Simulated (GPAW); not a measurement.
TiO2:

```
Ti O
1.0
     4.59984    0.00000    0.00000
     0.00000    4.59984    0.00000
     0.00000    0.00000    2.95921
Ti O
2 4
Direct
  0.00000 0.00000 0.50000
  0.50000 0.50000 0.00000
  0.30432 0.30432 0.50000
  0.19568 0.80432 0.00000
  0.80432 0.19568 0.00000
  0.69568 0.69568 0.50000
```

The cell is a database's computed one.

Base run:

```yaml
Program: GPAW 26.7.0
Functional: PBEsol
Potentials_or_basis: PAW data sets generated in the run's folder for this functional
Cutoff: 800 eV
Basis: pw
k_mesh: 4 × 4 × 7
Occupations: fermi-dirac, width 0.05 eV
Spin: no spin polarisation
```

Its results: band gap on the k mesh 1.84 eV, direct; pressure -1.4 GPa.

Q: The run is repeated on the same cell with these changes: hubbard terms from none to Ti d U = 2 eV. What comes out?

A: Band gap on the k mesh 2.14 eV, direct; pressure 0.8 GPa.

The U term pushes filled and empty states of the shell apart.
